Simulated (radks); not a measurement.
# C in [He] 2s1.5 2p2 3p0.5: an all-electron calculation

What are the levels of neutral carbon, how large are its shells, and how does its energy divide?

The numbers are computed with radks (a radial shooting solver on a logarithmic mesh, Libxc functionals) version 1 (scalar-relativistic Kohn-Sham, LDA (Slater exchange, Perdew-Zunger correlation), spin-polarised, spherical densities, finite nucleus; open shells are filled with parallel spins first), except any that are marked as measured or tabulated.

### 1 Starting point

```
element            : carbon (Z = 6)
charge             : 0
electrons          : 6
configuration      : [He] 2s1.5 2p2 3p0.5
nuclear rms radius : 2.4702 fm
```

### 2 Self-consistent calculation

The run's settings:

```text
Z 6
configuration [He] 2s1.5 2p2 3p0.5
relativity scalar-relativistic
functional lda,pz
spin polarised
nucleus finite rms 2.4702 fm
c 137.035999084
```

**Question.** What will this run give?

The runs gave:

```
                        quantity                   value
                    total energy       -37.24225 hartree
exchange-correlation share of it                 12.58 %
                            −T/E                  0.9953
          highest occupied level        3p up, -0.896 eV
    most extended occupied level  3p up, <r> = 8.90 bohr
 radius at density 0.001 e/bohr³               3.46 bohr
    maxima of the radial density                       3
```

**Reading.** 3 principal shells are occupied and 3 maxima appear in the radial density. This is not the tabulated ground configuration, so its levels and sizes aren't those of the ground state, and no measured value stands beside it.
